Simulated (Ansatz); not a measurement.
# BH5NPS2: basis-set convergence

The task here is to estimate one member of a computed series from the others.

Program: Ansatz 0.2.0, Gaussian basis. Level of theory: one geometry, several basis sets. These are calculated values, not measurements.

The runs, in order: PBE0-D4/def2-SVP; ωB97M-V/def2-SVP; PBE0-D4/def2-QZVPP; ωB97M-V/def2-QZVPP; the functionals' def2-TZVPP values are taken from earlier runs.

## Structure used throughout

An earlier PBE0-D4 in a triple-zeta def2 set relaxation fixed the geometry.

10 atoms, charge 0, spin multiplicity 1.

Atoms are counted from 1 here; the program's logs count them from 0.

Bond lengths: B1–P2 1.906 Å, B1–S4 1.981 Å, B1–H6 1.200 Å, B1–H7 1.200 Å, P2–N3 1.654 Å, P2–S4 2.380 Å, N3–H8 1.008 Å, N3–H9 1.007 Å, S4–S5 2.051 Å, S5–H10 1.345 Å. Angles: P2–B1–S4 75.5°, P2–B1–H6 120.2°, P2–B1–H7 114.0°, S4–B1–H6 112.4°, S4–B1–H7 104.6°, H6–B1–H7 119.7°, B1–P2–N3 104.1°, B1–P2–S4 53.7°, N3–P2–S4 105.0°, P2–N3–H8 122.2°, P2–N3–H9 120.3°, H8–N3–H9 114.5°, B1–S4–P2 50.8°, B1–S4–S5 106.1°, P2–S4–S5 101.8°, S4–S5–H10 96.5°.

Coordinates:

```xyz
10
BH5NPS2
B    -1.30609   -0.01546   -0.50741
P    -0.37348   -1.49854    0.24282
N     0.51265   -0.83757    1.47253
S     0.25585   -0.27398   -1.69896
S     1.73537    0.94255   -0.96670
H    -1.28905    1.05008    0.04419
H    -2.25186   -0.32225   -1.17846
H     0.46335    0.14211    1.70450
H     1.33643   -1.30627    1.81346
H     0.99995    2.06804   -0.92307
```

The first run:

File in.yaml:

```yaml
crystal:
  periodic: [false, false, false]
  atoms:
    - {symbol: B, position_ang: [-1.306093, -0.015459, -0.507407]}
    - {symbol: P, position_ang: [-0.373477, -1.498543, 0.242817]}
    - {symbol: N, position_ang: [0.512649, -0.837575, 1.472525]}
    - {symbol: S, position_ang: [0.255847, -0.273981, -1.698962]}
    - {symbol: S, position_ang: [1.735369, 0.942547, -0.966696]}
    - {symbol: H, position_ang: [-1.289054, 1.050083, 0.044188]}
    - {symbol: H, position_ang: [-2.251859, -0.322251, -1.178462]}
    - {symbol: H, position_ang: [0.463345, 0.142110, 1.704503]}
    - {symbol: H, position_ang: [1.336427, -1.306267, 1.813460]}
    - {symbol: H, position_ang: [0.999948, 2.068036, -0.923065]}
basis:
  gaussian: {orbitals: def2-SVP}
hamiltonian: {xc: pbe0, dispersion: d4}
output: {orbitals: {seedname: orbitals}}
```

Started as:

```sh
$ ansatz run in.yaml --threads 4 --pin off --events-out ev --progress --plain --max-ram 10444MiB
```

Steps of the session up to this table: PBE0-D4 in def2-SVP; ωB97M-V in def2-SVP; PBE0-D4 in def2-QZVPP; ωB97M-V in def2-QZVPP.

One table of the session follows, with a row left open; its other results are not shown here.

It belongs to the step «Functionals by basis». 

| functional | basis | HOMO (eV) |
| --- | --- | --- |
| PBE0-D4 | def2-SVP | -6.81 |
| PBE0-D4 | def2-TZVPP | ? |
| PBE0-D4 | def2-QZVPP | -6.87 |
| ωB97M-V | def2-SVP | -8.82 |
| ωB97M-V | def2-TZVPP | -8.88 |
| ωB97M-V | def2-QZVPP | -8.91 |

Estimate the missing values for PBE0-D4, def2-TZVPP.

The run gave: HOMO (eV): -6.85. In the column «HOMO (eV)» it lies between PBE0-D4, def2-QZVPP (-6.87) and PBE0-D4, def2-SVP (-6.81).
